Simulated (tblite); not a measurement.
# ClGe3H8N: the cost of one run

The runs use tblite 0.8.0 and PySCF 2.14.0, with density-fitted response routines of our own; the level of theory stands in each step. All values are computed, except where a source is named. Atoms count from 0, in the outputs and in this text.

**1. The starting structure**

13 atoms, charge 0, multiplicity 1; geometry from: force field or distance geometry start.

Bonds of the start (Å): N0–Ge1 1.87, Ge1–Ge2 2.40, Ge2–Cl3 2.16, Ge2–Ge4 2.38, N0–H5 1.04, N0–H6 1.03, Ge1–H7 1.54, Ge1–H8 1.54, Ge2–H9 1.55, Ge4–H10 1.55, Ge4–H11 1.56, Ge4–H12 1.55.

**2. Optimising the geometry with GFN2-xTB**

The job: settings as JSON, then the geometry in Å.

```
{"job": {"kind": "relax", "xc": "GFN2-xTB", "basis": "xTB"}, "charge": 0, "multiplicity": 1}
N     -1.808300    -0.504700     1.483900
Ge    -1.743500     0.295500    -0.210000
Ge     0.509900     1.014700    -0.617300
Cl     1.053000     2.522000     0.834300
Ge     1.972800    -0.858800    -0.425900
H     -1.472600     0.207900     2.163400
H     -1.120600    -1.277900     1.477300
H     -2.147800    -0.738500    -1.272900
H     -2.690400     1.506200    -0.244300
H      0.592200     1.618300    -2.041600
H      3.429100    -0.396700    -0.684600
H      1.573600    -1.930600    -1.480200
H      1.848200    -1.457000     1.000200
```

On the command line:

```sh
$ OMP_NUM_THREADS=1 python probes_run.py task.json out
```

This one command runs all jobs of the session in turn.

Q: Estimate the wall time of this first job on 1 thread of Arm Neoverse V2, shared host.

About 1.2 s.
